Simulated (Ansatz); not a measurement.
# Ta2O5: the cost of one run

Method: DFT r2SCAN, scalar-relativistic, plane waves, PAW, in Ansatz 0.2.0.

## Step 1: The starting structure

Symmetry: Pm, No. 6, monoclinic system. Conventional cell: a = 6.227 Å, b = 3.875 Å, c = 7.425 Å, α = 90.00°, β = 90.00°, γ = 90.00°. Ta (site symmetry m) is surrounded by 6 O at 1.94 to 2.03 Å. Ta (site symmetry m) has 5 O at 1.93 to 2.16 Å in its first shell of neighbours. Ta (site symmetry m) is surrounded by 5 O at 1.94 to 2.14 Å. O (site symmetry m) is surrounded by 2 Ta at 1.94 Å. O (site symmetry m) is surrounded by 2 Ta at 1.95 Å. Only part of the 14 independent sites is listed.

Coordinates:

```
CELL_PARAMETERS angstrom
6.22736 0.00000 0.00000
0.00000 3.87538 0.00000
-0.00013 0.00000 7.42487
ATOMIC_POSITIONS crystal
Ta 0.00223 0.00000 0.00028
Ta 0.00276 0.00000 0.50068
Ta 0.53419 0.00000 0.25033
Ta 0.47080 0.00000 0.75031
O 0.00857 0.50000 0.00115
O 0.00888 0.50000 0.49909
O 0.56989 0.50000 0.25049
O 0.44135 0.50000 0.75052
O 0.31877 0.00000 0.06349
O 0.88046 0.00000 0.25044
O 0.69515 0.00000 0.56830
O 0.32025 0.00000 0.43869
O 0.12796 0.00000 0.75044
O 0.69373 0.00000 0.93379
```

Source of the structure: the Materials Project (structure only).

(A quick probe on a coarse mesh, which set the mesh and smearing, is not shown.)

## Step 3: The relaxation

Input file input.yaml:

```yaml
crystal:
  lattice:
    - [6.2273640003, 0.0, 0.0]
    - [0.0, 3.875383, 0.0]
    - [-0.0001327687, 0.0, 7.4248739991]
  atoms:
    - { symbol: Ta, position: [0.002232, 0.0, 0.000283] }
    - { symbol: Ta, position: [0.002759, 0.0, 0.50068] }
    - { symbol: Ta, position: [0.534189, 0.0, 0.250328] }
    - { symbol: Ta, position: [0.470802, 0.0, 0.750313] }
    - { symbol: O, position: [0.008574, 0.5, 0.001155] }
    - { symbol: O, position: [0.008883, 0.5, 0.499089] }
    - { symbol: O, position: [0.56989, 0.5, 0.250488] }
    - { symbol: O, position: [0.441352, 0.5, 0.750515] }
    - { symbol: O, position: [0.318765, 0.0, 0.063494] }
    - { symbol: O, position: [0.880461, 0.0, 0.250437] }
    - { symbol: O, position: [0.695155, 0.0, 0.568296] }
    - { symbol: O, position: [0.320253, 0.0, 0.438689] }
    - { symbol: O, position: [0.127957, 0.0, 0.750441] }
    - { symbol: O, position: [0.693729, 0.0, 0.933793] }
basis:
  ecutwfc: 500
kpoints:
  mp_grid: { grid: [6, 8, 4] }
hamiltonian:
  xc: r2scan
scf:
  occupations: { method: gaussian, width: 0.02 }
output:
  forces: true
  stress: true
  eigenvalues: true
  write_density: true
  write_potential: true
  elf: true
  volumetric_format: npy
relax:
  adjacent_minimum: "off"
  f_tol: 0.005
  max_steps: 80
  cell: { stress_tol: 0.05 }
```

On the command line:

```sh
$ ansatz run input.yaml --threads 4 --pin off --max-ram 10240MiB --backend cpu --events-out ev --progress --plain --runs-dir out
```

**Question.** How long does this run take on 4 threads of Intel Xeon at 2.50GHz (Skylake/Cascade Lake), shared host, and how much memory does it need?

About 19 min, with a peak of 1.4 GiB.
